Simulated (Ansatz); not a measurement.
The system is BiTe.

```
CELL_PARAMETERS angstrom
2.42271 1.39875 3.31729
-2.42271 1.39875 3.31729
0.00000 -2.79750 3.31729
ATOMIC_POSITIONS crystal
Bi 0.50000 0.50000 0.50000
Te 0.00000 0.00000 0.00000
```

The cell comes from a database or a generator and needn't be the stable form of this composition.

Base run:

* Program: Ansatz 0.2.0
* Functional: RPBE
* Potentials or basis: Ansatz PAW
* Cutoff: 420 eV (not typed: the program's choice for these potentials)
* k mesh: 7 × 7 × 7
* Occupations: gaussian, width 0.05 eV
* Spin: no spin polarisation

Its results: band gap on the k mesh none (metal or under the smearing width); pressure 1.5 GPa.

Q: The run is repeated on the same cell with these changes: occupations from gaussian, width 0.05 eV to tetrahedron; dispersion from none to D3(BJ). What comes out?

A: Band gap on the k mesh none (metal or under the smearing width); pressure -14.3 GPa.

Caveats: spin-orbit coupling is left out, which moves the levels of the heavy elements; the PAW data sets come from PBE, with cores solved anew for the run's functional, which leaves a small shift of forces and pressure; pairwise dispersion overbinds metals, which lowers pressure and volume (some runs); with tetrahedron occupations forces and stress needn't match the slope of the energy (some runs).
